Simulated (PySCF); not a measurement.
# [CeH3(NH3)]+: other functionals and bases at one geometry

How far do other levels of theory move the description of [CeH3(NH3)]+, and what does each cost? The species was built from a template and needn't be a known compound.

Method: several levels, as the steps say, no spin–orbit coupling; program: PySCF 2.14.0.

1 further run of the same task is left out (for a known fault of the program).

## Step 1: The system as given

8 atoms, charge 1, spin multiplicity 1.

Bond lengths: Ce1–H2 1.920 Å, Ce1–H3 1.920 Å, Ce1–H4 1.920 Å, Ce1–N5 2.547 Å, N5–H6 1.027 Å, N5–H7 1.027 Å, N5–H8 1.027 Å. Angles: H2–Ce1–H3 114.1°, H2–Ce1–H4 114.1°, H2–Ce1–N5 104.4°, H3–Ce1–H4 114.1°, H3–Ce1–N5 104.4°, H4–Ce1–N5 104.4°, Ce1–N5–H6 113.9°, Ce1–N5–H7 113.9°, Ce1–N5–H8 113.9°, H6–N5–H7 104.7°, H6–N5–H8 104.7°, H7–N5–H8 104.7°.

Coordinates:

```xyz
8

Ce    0.22700   -0.22700    0.22700
H     1.26165    1.01685    1.26165
H    -1.01685   -1.26165    1.26165
H     1.26165   -1.26165   -1.01685
N    -1.24362    1.24362   -1.24362
H    -1.86729    1.86729   -0.71767
H    -0.71767    1.86729   -1.86729
H    -1.86729    0.71767   -1.86729
```

Formal oxidation states: Ce +4. An earlier session relaxed this geometry at PBE0, Ce def2-SVP with ECP28, H def2-SVP, N def2-SVP (singlet, point group C3v).

At PBE0 on the finer grid: E = -532.915765 Eh, HOMO -12.46 eV, LUMO -8.47 eV, Mulliken charge on Ce1 +1.19 e, largest force component 0.011 eV/Å. 

Levels to run: HF; B3LYP; PBE0, TZVP. Hardware: 2 threads of AMD EPYC 7R43 (Zen 3), shared host.

## Step 2: HF

Input file run.py (the lines that set the calculation):

```python
mol = gto.M(atom='''
Ce     0.22700    -0.22700     0.22700
H      1.26165     1.01685     1.26165
H     -1.01685    -1.26165     1.26165
H      1.26165    -1.26165    -1.01685
N     -1.24362     1.24362    -1.24362
H     -1.86729     1.86729    -0.71767
H     -0.71767     1.86729    -1.86729
H     -1.86729     0.71767    -1.86729''',
    basis={'Ce': 'def2-SVP', 'H': 'def2-SVP', 'N': 'def2-SVP'},
    ecp={'Ce': 'def2-SVP'},
    charge=1, spin=0)
mf = scf.RHF(mol)
mf = mf.density_fit()  # fitting sets: Ce def2-universal-JKFIT, H def2-universal-JKFIT, N def2-universal-JKFIT
mf.conv_tol = 1e-08; mf.max_cycle = 55
mf.kernel(dm0)  # dm0: the density of the relaxed state
```

Started as:

```sh
> OMP_NUM_THREADS=2 python run.py
```

## Step 3: B3LYP

Edit run.py (the lines that set the calculation) of step 2 so:

```diff
@@ -12,3 +12,4 @@
     charge=1, spin=0)
-mf = scf.RHF(mol)
+mf = dft.RKS(mol, xc='B3LYP')
+mf.grids.atom_grid = (75, 302)  # f atoms: unpruned, at least (60, 302)
 mf = mf.density_fit()  # fitting sets: Ce def2-universal-JKFIT, H def2-universal-JKFIT, N def2-universal-JKFIT
```

## Step 4: PBE0, TZVP

Basis: Ce def2-TZVP with ECP28, H def2-TZVP, N def2-TZVP. 

Edit run.py (the lines that set the calculation) of step 3 so:

```diff
@@ -9,6 +9,6 @@
 H     -1.86729     0.71767    -1.86729''',
-    basis={'Ce': 'def2-SVP', 'H': 'def2-SVP', 'N': 'def2-SVP'},
-    ecp={'Ce': 'def2-SVP'},
+    basis={'Ce': 'def2-TZVP', 'H': 'def2-TZVP', 'N': 'def2-TZVP'},
+    ecp={'Ce': 'def2-TZVP'},
     charge=1, spin=0)
-mf = dft.RKS(mol, xc='B3LYP')
+mf = dft.RKS(mol, xc='PBE0')
 mf.grids.atom_grid = (75, 302)  # f atoms: unpruned, at least (60, 302)
@@ -16,2 +16,2 @@
 mf.conv_tol = 1e-08; mf.max_cycle = 55
-mf.kernel(dm0)  # dm0: the density of the relaxed state
+mf.kernel(dm0)  # dm0: free metal ions and neutral atoms
```

Before running it: what results should come out? Wanted: for each run, HOMO; gap; charge on Ce1; dipole; largest force.

As calculated:

| level | state | HOMO (eV) | gap (eV) | charge on Ce1 (e) | dipole (D) | largest force (eV/Å) | basis functions | time |
| --- | --- | --- | --- | --- | --- | --- | --- | --- |
| PBE0 (relaxed here) | singlet | -12.46 | 3.98 | 1.19 | 5.55 | 0.01 | 122 | 25 s |
| HF | singlet | -15.72 | 12.50 | 1.49 | 6.02 | 0.50 | 122 | 4.4 s |
| B3LYP | singlet | -12.25 | 3.39 | 1.22 | 5.54 | 0.13 | 122 | 8.7 s |
| PBE0, TZVP | singlet | -12.46 | 3.99 | 1.04 | 5.45 | 0.25 | 160 | 19 s |

Times are on 2 threads of AMD EPYC 7R43 (Zen 3), shared host; the first row also made further properties. The dipole of a charged species depends on the origin, so these sizes hold for this origin alone.

In one basis the HOMO–LUMO gap runs from 3.39 eV (B3LYP) to 12.50 eV (HF). The largest leftover force, 0.50 eV/Å with HF, stands at a geometry relaxed at another level. The Mulliken charge on Ce spans +1.04 to +1.49 e over the levels. Total energies of different levels can't be compared. Spin–orbit coupling is left out throughout.
